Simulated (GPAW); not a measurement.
The system is TaV.

```
CELL_PARAMETERS angstrom
1.60670 -2.30777 0.00000
1.60670 2.30777 0.00000
0.00000 0.00000 4.34136
ATOMIC_POSITIONS crystal
Ta 0.00000 0.00000 0.00000
V 0.50000 0.50000 0.50000
```

The cell comes from a database or a generator and needn't be the stable form of this composition.

Base run:

* Program: GPAW 26.7.0
* Functional: LDA
* Potentials or basis: the program's PAW data sets (release 1.2.1) made for this functional
* Cutoff: 600 eV
* Basis: pw
* k mesh: 10 × 10 × 6
* Occupations: gaussian, width 0.1 eV
* Spin: collinear spin, ferromagnetic start
* Starting moments: [0.0, 2.0] μB

Its results: band gap on the k mesh none (metal or under the smearing width); pressure -11.8 GPa; net moment 0.00 μB per cell.

Task: The run is repeated on the same cell with these changes: functional from LDA to RPBE. What comes out?

Result: Band gap on the k mesh none (metal or under the smearing width); pressure 4.7 GPa; net moment 0.00 μB per cell.

RPBE binds less tightly than LDA, so the same cell stands under more pressure.
